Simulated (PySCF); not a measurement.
**C₄H₆SSi: electronic excitations and core binding energies**

Aim: predict the electronic excitations and core binding energies of C₄H₆SSi (`[SiH3]c1cccs1`).

Computed with PySCF 2.14.0, with density-fitted response routines of our own, on a single molecule in the gas phase. Atoms are numbered from 0 throughout.

### Step 1. The starting structure

12 atoms, charge 0, multiplicity 1; geometry from: GFN2-xTB.

Bonds of the start (Å): Si0–C1 1.87, C1–C2 1.36, C2–C3 1.41, C3–C4 1.36, C4–S5 1.72, S5–C1 1.74, Si0–H6 1.46, Si0–H7 1.46, Si0–H8 1.46, C2–H9 1.08, C3–H10 1.08, C4–H11 1.07.

### Step 2. Excited states and response: PBE0/def2-SVPD

Job settings and geometry (Å):

```
{"job": {"kind": "uv", "xc": "PBE0", "basis": "def2-SVPD", "nstates": 8, "ntriplets": 3}, "charge": 0, "multiplicity": 1}
Si     2.228196    -0.006321    -0.254954
C      0.357148    -0.054668    -0.159630
C     -0.467893     0.361673     0.844168
C     -1.839706     0.172081     0.574530
C     -2.052270    -0.390594    -0.642258
S     -0.580587    -0.696588    -1.473087
H      2.628183     0.809859    -1.403252
H      2.733490    -1.371811    -0.411682
H      2.704273     0.584724     0.995762
H     -0.097547     0.794482     1.756946
H     -2.628198     0.443323     1.253950
H     -2.983890    -0.646846    -1.106520
```

With the program's defaults for keys left out, this is: TDDFT PBE0/def2-SVPD, vertical, gas phase, core orbitals frozen in the response.

**Question.** This job is followed by: delta-SCF UKS SCAN, pcX-2 on the ionised atom, pcseg-1 elsewhere, spin-free X2C. Predict these results of the whole session: lowest singlet (PBE0/def2-SVPD); lowest triplet; C1s binding energies, SCAN/pcX-2; Si1s binding energies, SCAN/pcX-2; Si2p binding energies, SCAN/pcX-2; S1s binding energies, SCAN/pcX-2; S2p binding energies, SCAN/pcX-2.

As calculated:

| quantity | value |
| --- | --- |
| lowest singlet (PBE0/def2-SVPD) | 5.54 eV (224 nm), f = 0.154 |
| lowest triplet | 3.69 eV |
| C1s binding energies, SCAN/pcX-2 | C4 290.58, C3 290.28, C2 290.24, C1 290.22 eV |
| Si1s binding energies, SCAN/pcX-2 | Si0 1846.47 eV |
| Si2p binding energies, SCAN/pcX-2 | Si0 106.93 eV |
| S1s binding energies, SCAN/pcX-2 | S5 2477.76 eV |
| S2p binding energies, SCAN/pcX-2 | S5 170.24 eV |

**Reading.** The lowest singlet, at 5.54 eV, is HOMO→LUMO 0.87, HOMO−1→LUMO 0.08 and is bright. The lowest triplet lies 1.85 eV below the lowest singlet (triplets in Tamm-Dancoff, singlets in full TDDFT). The C1s levels kept as sound span 0.36 eV, from C1 (substituted aromatic carbon next to the ring sulfur) up to C4 (aromatic CH next to the ring sulfur).
